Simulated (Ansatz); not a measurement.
# AlRu: the cost of one run

Computed with Ansatz 0.2.0 (DFT LDA, scalar-relativistic, plane waves, PAW, unless a step's input says otherwise).

1 further run of the same task is left out (set aside as unsound or not needed).

### Step 1. The structure to begin with

Symmetry: Pm-3m, No. 221, cubic system. Conventional cell: a = 2.954 Å, b = 2.954 Å, c = 2.954 Å, α = 90.00°, β = 90.00°, γ = 90.00°. Al (site symmetry m-3m) is surrounded by 8 Ru at 2.56 Å. Ru (site symmetry m-3m) is surrounded by 8 Al at 2.56 Å.

As a file:

```
CELL_PARAMETERS angstrom
2.95376 0.00000 0.00000
0.00000 2.95376 0.00000
0.00000 0.00000 5.90751
ATOMIC_POSITIONS crystal
Al 0.00000 0.00000 0.50000
Al 0.00000 0.00000 0.00000
Ru 0.50000 0.50000 0.25000
Ru 0.50000 0.50000 0.75000
```

It is built from the cell relaxed beforehand with the same method (12.89 Å³/atom).

### Step 2. The reference: the undisturbed cell on the scan's mesh

File input.yaml:

```yaml
crystal:
  lattice:
    - [2.9537571766, 0.0, 0.0]
    - [0.0, 2.9537571766, 0.0]
    - [0.0, 0.0, 5.9075143532]
  atoms:
    - { symbol: Al, position: [0.0, 0.0, 0.5] }
    - { symbol: Al, position: [0.0, 0.0, 0.0] }
    - { symbol: Ru, position: [0.5, 0.5, 0.25] }
    - { symbol: Ru, position: [0.5, 0.5, 0.75] }
basis:
  ecutwfc: 420
kpoints:
  mp_grid: { grid: [12, 12, 6] }
hamiltonian:
  xc: lda
scf:
  occupations: { method: gaussian, width: 0.15 }
output:
  forces: true
  stress: true
  eigenvalues: true
```

Started as:

```
ansatz run input.yaml --threads 1 --pin off --max-ram 2560MiB --backend cpu --events-out ev --progress --plain --runs-dir out
```

Q: Estimate wall time and peak memory on 1 thread of Intel Xeon Platinum 8259CL at 2.50GHz (Skylake/Cascade Lake), shared host.

About 6.2 s, with a peak of 0.43 GiB.
